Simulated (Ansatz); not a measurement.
# FePt: the cost of one run

Method: DFT PBEsol, scalar-relativistic, plane waves, PAW, in Ansatz 0.2.0.

3 further runs of the same task are left out: 1 that didn't finish, 2 set aside as unsound or not needed.

### 1 The system as given

It takes space group P4/mmm (No. 123, tetragonal). Conventional cell: a = 2.687 Å, b = 2.687 Å, c = 3.717 Å, α = 90.00°, β = 90.00°, γ = 90.00°. Around Fe (site symmetry 4/mmm) lie 8 Pt at 2.66 Å and 4 Fe at 2.69 Å. Around Pt (site symmetry 4/mmm) lie 8 Fe at 2.66 Å and 4 Pt at 2.69 Å.

Structure file:

```cif
data_structure
_symmetry_space_group_name_H-M 'P 1'
_symmetry_Int_Tables_number 1
_cell_length_a 2.6868
_cell_length_b 2.6868
_cell_length_c 3.7173
_cell_angle_alpha 90.000
_cell_angle_beta 90.000
_cell_angle_gamma 90.000
_cell_volume 26.83
loop_
_atom_site_label
_atom_site_type_symbol
_atom_site_fract_x
_atom_site_fract_y
_atom_site_fract_z
_atom_site_occupancy
Fe1 Fe 0.50000 0.50000 0.50000 1
Pt1 Pt 0.00000 0.00000 0.00000 1
```

This cell was relaxed beforehand with the same method: volume 13.42 Å³/atom, gap on the mesh none (metal), site moments up to 2.9 μB.

### 2 Zero of energy

The reference gives a free energy of -16833.0774 eV, pressure 0.12 GPa, largest force 0.000 eV/Å and gap on the mesh none (metal). It was computed beforehand with the settings of the runs below.

### 3 Setting up a strain scan

The cell is strained by ε times the Voigt pattern (0, 0, 0, 0, 0, 1) (xx, yy, zz, yz, xz, xy; engineering shear), with fractional coordinates fixed (clamped ions). The stress on the pattern is the sum of the stress components weighted by it, tension positive.

### 4 ε = -0.1000

The input, input.yaml:

```yaml
crystal:
  lattice:
    - [2.6867994526, -0.1343399726, 0.0]
    - [-0.1343399726, 2.6867994526, 0.0]
    - [0.0, 0.0, 3.7172750976]
  atoms:
    - { symbol: Fe, position: [0.5, 0.5, 0.5], spin: 3.17 }
    - { symbol: Pt, position: [0.0, 0.0, 0.0], spin: 0.41 }
basis:
  ecutwfc: 420
kpoints:
  mp_grid: { grid: [22, 22, 16] }
hamiltonian:
  xc: pbesol
scf:
  occupations: { method: gaussian, width: 0.15 }
output:
  forces: true
  stress: true
  eigenvalues: true
  populations: true
magnetization:
  spin_polarized: true
```

The run is started by

```
$ ansatz run input.yaml --threads 1 --pin off --max-ram 2560MiB --backend cpu --events-out ev --progress --plain --runs-dir out
```

What time and memory should one allow on 1 thread of Intel Xeon 6975P-C (Granite Rapids), shared host?

About 67 s, with a peak of 1.2 GiB.
